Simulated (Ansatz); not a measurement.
Write a Python script for the Ansatz DFT code, driven from Python that makes a single point of ZnGa₃, space group Pm-3m. Settings: r2SCAN, PAW, cutoff 630 eV, 6×6×6 k-points, Methfessel-Paxton smearing of 0.15 eV.

```cif
data_structure
_symmetry_space_group_name_H-M 'P 1'
_symmetry_Int_Tables_number 1
_cell_length_a 4.0709
_cell_length_b 4.0709
_cell_length_c 4.0709
_cell_angle_alpha 90.000
_cell_angle_beta 90.000
_cell_angle_gamma 90.000
_cell_volume 67.46
loop_
_atom_site_label
_atom_site_type_symbol
_atom_site_fract_x
_atom_site_fract_y
_atom_site_fract_z
_atom_site_occupancy
Zn1 Zn 0.00000 0.00000 0.00000 1
Ga1 Ga 0.00000 0.50000 0.50000 1
Ga2 Ga 0.50000 0.00000 0.50000 1
Ga3 Ga 0.50000 0.50000 0.00000 1
```

`run_scf.py`
```python
# -*- coding: utf-8 -*-
"""SCF run for ZnGa3."""

from pathlib import Path

import ansatz
from ase import Atoms


def main():
    atoms = Atoms(
        ["Zn", "Ga", "Ga", "Ga"],
        scaled_positions=[
            [0.0, 0.0, 0.0],
            [0.0, 0.5, 0.5],
            [0.5, 0.0, 0.5],
            [0.5, 0.5, 0.0],
        ],
        cell=[
            [4.070862, 0.0, 0.0],
            [0.0, 4.070862, 0.0],
            [0.0, 0.0, 4.070862],
        ],
        pbc=True,
    )
    crystal = ansatz.Crystal.from_ase(atoms)

    # settings of the run
    setup = (
        crystal.calculation()
        .functional(ansatz.Functional.R2SCAN)
        .basis(630, xc_grid=3)  # a bare number is in eV
        .kpoints(6)
        .occupations("methfessel_paxton", width=0.15)  # the run then minimises F = E - TS
        .mixing("anderson", preconditioner="kerker_dos")
        .scf(tolerance=1e-09, max_iterations=100, algorithm="density_mixing")
    )
    outcome = setup.run(threads=1, pin="off")
    data = outcome.report

    energy = data["free_energy_ev"]
    print("ZnGa3: {:.6f} eV = {:.6f} Ry = {:.6f} Ha".format(energy, energy / 13.605693, energy / 27.211386))
    print("Fermi level {:.4f} eV, {} k-points, {} symmetry operations".format(data["fermi_energy_ev"], data["n_kpoints"], data["n_symmetry_ops"]))

    used = data["setup"]
    print("cutoffs (eV):", used["ecut_ev"], used["ecutrho_ev"], " FFT grid:", used["fft_dense"])
    print("cell volume {:.3f} A^3, {} symmetry operations".format(used["cell_volume_ang3"], used["n_sym_ops"]))

    print(setup.to_yaml())

    terms = data["components"]
    print({name: round(terms[name], 3) for name in ("e_kinetic", "e_hartree", "e_xc", "e_local", "e_nonlocal", "e_ewald", "e_paw") if name in terms})

    lines = ["| quantity | value |", "|---|---|"]
    lines.append(f"| free energy per atom | {data['free_energy_ev'] / len(outcome.lattice.sites):.4f} eV |")
    lines.append(f"| Fermi level | {data['fermi_energy_ev']:.3f} eV |")
    lines.append(f"| volume per atom | {data['setup']['cell_volume_ang3'] / len(outcome.lattice.sites):.3f} A^3 |")
    lines.append(f"| valence electrons | {data['n_electrons']:g} |")
    Path("summary.md").write_text("\n".join(lines) + "\n")


if __name__ == "__main__":
    main()
```

```console
$ python run_scf.py
ZnGa3: -14695.953223 eV = -1080.132649 Ry = -540.066325 Ha
Fermi level 10.8029 eV, 20 k-points, 48 symmetry operations
cutoffs (eV): 630.0 2520.0  FFT grid: [36, 36, 36]
cell volume 67.462 A^3, 48 symmetry operations
crystal:
  lattice:
    - [4.070862, 0.0, 0.0]
    - [0.0, 4.070862, 0.0]
    - [0.0, 0.0, 4.070862]
  atoms:
    - { symbol: Zn, position: [0.0, 0.0, 0.0] }
    - { symbol: Ga, position: [0.0, 0.5, 0.5] }
    - { symbol: Ga, position: [0.5, 0.0, 0.5] }
    - { symbol: Ga, position: [0.5, 0.5, 0.0] }
basis:
  ecutwfc: 630.0
  xc_grid: 3
kpoints:
  mp_grid:
    grid: [6, 6, 6]
hamiltonian:
  xc: r2scan
scf:
  max_iter: 100
  algorithm: density_mixing
  convergence:
    dr2_threshold: 1.0e-09
  mixing:
    algorithm: anderson
    preconditioner: kerker_dos
  occupations:
    method: methfessel_paxton
    width: 0.15

{'e_kinetic': 474.509, 'e_hartree': 3100.09, 'e_xc': -312.171, 'e_local': -6719.688, 'e_nonlocal': 1889.668, 'e_ewald': -5275.8, 'e_paw': -7850.422}
```

File `summary.md` afterwards:
```text
| quantity | value |
|---|---|
| free energy per atom | -3673.9883 eV |
| Fermi level | 10.803 eV |
| volume per atom | 16.865 A^3 |
| valence electrons | 51 |
```

Reading the output:
- The settings weren't tested for convergence.
- The energy terms are those on the plane-wave grid, with the one-centre PAW part apart; the terms shown are only some of the summands, so they needn't add up to F.
- The mesh is modest for a metal, so energies can be off by several to tens of meV an atom and pressures by half a GPa or more; differences at equal mesh fare better.
- The zero of the levels is a convention of the potentials, so an absolute Fermi energy is no work function.
- The structure comes from a database of computed cells and needn't be a stable or known phase.
- It ran for 9.6 s on 1 thread of Arm Neoverse V2 (shared host), peak memory 0.5 GiB.
